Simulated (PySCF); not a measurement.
# TeC: basis, grid and Hamiltonian

The method stays; parts of the set-up, such as the basis or the Hamiltonian, are changed.

Program: PySCF 2.14.0. Level of theory: each script names its method and basis. These are calculated values, not measurements.

5 further runs of the same task are left out: 2 for a known fault of the program, 3 that didn't finish.

## (1) The starting structure

TeC: 2 atoms, charge 0, spin multiplicity 1.

Bond lengths: Te1–C2 1.928 Å.

## (2) The run that the others are compared with

input.py reads:

```python
from pyscf import gto, scf, mp

mol = gto.M(
    atom='Te 0 0 0; C 0 0 1.928',
    basis='sbkjc',
    ecp={'Te': 'sbkjc', 'C': 'sbkjc'},
    charge=0,
    spin=0,
    verbose=4,
)
mf = scf.UHF(mol)
mf.kernel()
mp.MP2(mf).kernel()
mf.dip_moment()
print('orbital energies (hartree):', [e[max(0, n-3):n+3].round(4) for e, n in zip(mf.mo_energy, mol.nelec)])
```

Run with:

```console
> OMP_NUM_THREADS=1 python input.py
```

Its log is not repeated here.

In short: E(SCF) = -13.182444 Eh, 9 cycles, E(MP2) − E(SCF) = -0.13852 Eh, μ = 2.05 D (of the SCF density).

The bond length is a typed value, not an optimised one.

## (3) Def2-svpd

Variant 1 changes basis set: sbkjc → def2-svpd. The core potential changes with it: totals don't compare.

input.py reads:

```python
from pyscf import gto, scf, mp

mol = gto.M(
    atom='Te 0 0 0; C 0 0 1.928',
    basis='def2-svpd',
    ecp={'Te': 'def2-svpd'},
    charge=0,
    spin=0,
    verbose=4,
)
mf = scf.UHF(mol)
mf.kernel()
mp.MP2(mf).kernel()
mf.dip_moment()
print('orbital energies (hartree):', [e[max(0, n-3):n+3].round(4) for e, n in zip(mf.mo_energy, mol.nelec)])
```

Run with:

```console
> OMP_NUM_THREADS=1 python input.py
```

## (4) Lanl2dz

Variant 2 changes basis set: sbkjc → lanl2dz. The core potential changes with it: totals don't compare.

Changes to input.py since step 2:

```diff
@@ -4,4 +4,4 @@
     atom='Te 0 0 0; C 0 0 1.928',
-    basis='sbkjc',
-    ecp={'Te': 'sbkjc', 'C': 'sbkjc'},
+    basis='lanl2dz',
+    ecp={'Te': 'lanl2dz'},
     charge=0,
```

What does the calculation give? Wanted: for each run, E(SCF); from base; gap; SCF dipole; after the SCF.

The runs gave:

```
      run  E(SCF) (hartree)  from base (eV)  cycles  gap (eV)  SCF dipole (D)  functions              after the SCF
     base        -13.182444               0       9     10.52            2.05         16  MP2 correlation -3.769 eV
def2-svpd       -304.690871  not comparable      15     10.50            2.14         55  MP2 correlation -7.528 eV
  lanl2dz        -45.559889  not comparable      12     10.59            1.92         17  MP2 correlation -3.962 eV
```

In words: Total energies from different bases, Hamiltonians or methods carry different errors, so properties are taken as differences within one set-up.
